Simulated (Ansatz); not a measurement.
# BH₅Se: small, medium and large basis sets

An exercise on one series of results from a longer session: the logs are not shown, and one member is left open.

Program: Ansatz 0.2.0, Gaussian basis. Level of theory: one geometry, several basis sets. These are calculated values, not measurements.

Plan: PBE0-D4/def2-SVP; ωB97M-V/def2-SVP; PBE0-D4/def2-QZVPP; ωB97M-V/def2-QZVPP; the functionals' def2-TZVPP values are taken from earlier runs.

### Structure used throughout

All runs share one geometry, relaxed beforehand with PBE0-D4 in a triple-zeta def2 set.

SMILES `[BH3-][SeH2+]`, 7 atoms, charge 0, spin multiplicity 1.

Atoms are counted from 1 here; the program's logs count them from 0.

Bond lengths: B1–Se2 2.124 Å, B1–H3 1.201 Å, B1–H4 1.207 Å, B1–H5 1.207 Å, Se2–H6 1.472 Å, Se2–H7 1.472 Å. Angles: Se2–B1–H3 105.7°, Se2–B1–H4 99.6°, Se2–B1–H5 99.6°, H3–B1–H4 116.7°, H3–B1–H5 116.7°, H4–B1–H5 114.6°, B1–Se2–H6 102.0°, B1–Se2–H7 102.0°, H6–Se2–H7 91.2°.

The first run:

Input file in.yaml:

```yaml
crystal:
  periodic: [false, false, false]
  atoms:
    - {symbol: B, position_ang: [-0.679918, -0.426512, -0.478396]}
    - {symbol: Se, position_ang: [0.992127, 0.776288, 0.041121]}
    - {symbol: H, position_ang: [-0.999179, -0.994400, 0.530827]}
    - {symbol: H, position_ang: [-0.181624, -1.101498, -1.345707]}
    - {symbol: H, position_ang: [-1.429173, 0.430831, -0.878072]}
    - {symbol: H, position_ang: [0.533321, 1.417361, 1.284160]}
    - {symbol: H, position_ang: [1.825746, -0.169969, 0.800266]}
basis:
  gaussian: {orbitals: def2-SVP}
hamiltonian: {xc: pbe0, dispersion: d4}
output: {orbitals: {seedname: orbitals}}
```

Among the steps run: PBE0-D4 in def2-SVP; ωB97M-V in def2-SVP; PBE0-D4 in def2-QZVPP; ωB97M-V in def2-QZVPP.

One of the session's tables, all rows but one given; the rest of the session is left out.

It belongs to the step «Functionals by basis». 

```
functional       basis  HOMO (eV)
   PBE0-D4    def2-SVP      -8.26
   PBE0-D4  def2-TZVPP          ?
   PBE0-D4  def2-QZVPP      -8.36
   ωB97M-V    def2-SVP     -10.47
   ωB97M-V  def2-TZVPP     -10.59
   ωB97M-V  def2-QZVPP     -10.60
```

Q: Estimate the row for PBE0-D4, def2-TZVPP from the others.

As computed: HOMO (eV): -8.35. In the column «HOMO (eV)» it lies between PBE0-D4, def2-QZVPP (-8.36) and PBE0-D4, def2-SVP (-8.26).
